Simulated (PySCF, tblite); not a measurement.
**C₆H₇N₂O radical: geometry, infrared bands and EPR parameters**

Aim: predict the infrared bands and EPR parameters of C₆H₇N₂O radical (`[CH2]c1cnc(CO)cn1`).

Programs: tblite 0.8.0 and PySCF 2.14.0, with density-fitted response routines of our own. Each step states its level of theory. These are calculated values for one molecule in the gas phase, unless marked as measured. Atoms are numbered from 0 throughout.

## Step 1: Starting geometry

16 atoms, charge 0, multiplicity 2; geometry from: force field or distance geometry start.

Bonds of the start (Å): C0–C1 1.46, C1–C2 1.37, C2–N3 1.37, N3–C4 1.38, C4–C5 1.51, C5–O6 1.43, C4–C7 1.39, C7–N8 1.35, N8–C1 1.36, C0–H9 1.08, C0–H10 1.08, C2–H11 1.08, C5–H12 1.09, C5–H13 1.09, O6–H14 0.98, C7–H15 1.09.

## Step 2: Optimising the geometry with GFN2-xTB

Job settings and geometry (Å):

```
{"job": {"kind": "relax", "xc": "GFN2-xTB", "basis": "xTB"}, "charge": 0, "multiplicity": 2}
C      3.162200     0.195900     0.078500
C      1.707400     0.075500     0.013000
C      0.904600     1.041300    -0.537200
N     -0.456600     0.939800    -0.605700
C     -0.969400    -0.211700    -0.053000
C     -2.468100    -0.395900    -0.095100
O     -3.108400     0.720300    -0.715400
C     -0.140500    -1.175600     0.505600
N      1.206800    -1.064600     0.555800
H      3.720900    -0.601600     0.537700
H      3.645200     1.069500    -0.323600
H      1.300400     1.951000    -0.965900
H     -2.723900    -1.292500    -0.651600
H     -2.848400    -0.488800     0.923100
H     -2.387600     1.337000    -0.958800
H     -0.552200    -2.090700     0.942500
```

Started as:

```sh
OMP_NUM_THREADS=1 python probes_run.py task.json out
```

This one command runs all jobs of the session in turn.

**Question.** This job is followed by: GFN2-xTB harmonic vibrations, gas phase; UKS B3LYP, pcH-1 on C H N O, non-relativistic, mean-field spin-orbit, GIAO. What will the session give for the following? strongest single infrared mode (GFN2-xTB); zero-point energy (GFN2-xTB); g(iso) (B3LYP); ⟨S²⟩; largest a(iso) (averaged by class); potential on the surface of density 0.002 e/bohr³, 1st and 99th percentile.

**Answer**, as computed:

| quantity | value |
| --- | --- |
| strongest single infrared mode (GFN2-xTB) | 1102 cm⁻¹, 136 km/mol |
| zero-point energy (GFN2-xTB) | 73.8 kcal/mol |
| g(iso) (B3LYP) | 2.00275 |
| ⟨S²⟩ | 0.781 (exact 0.75) |
| largest a(iso) (averaged by class) | 13C on C0, 57.0 MHz |
| potential on the surface of density 0.002 e/bohr³, 1st and 99th percentile | -1.72 V and 1.28 V |

In words: The optimisation took 25 steps and gained 0.376 eV; among the close pairs (by a distance rule), C0–C1 changed most, from 1.461 to 1.374 Å. The lowest mode is imaginary (105i cm⁻¹), so the xTB geometry is not a minimum: the zero-point energy counts the real modes alone, and all values at this geometry belong to a saddle point. The strongest single mode, at 1102 cm⁻¹, moves mainly C5 and O6. GFN2-xTB is a fitted tight-binding method: band positions and strengths are rough. Its intensities can rank the bands wrongly. C0 carries the largest spin population, 0.74 e. The isotropic g lies 0.4 ppt above the free-electron value.
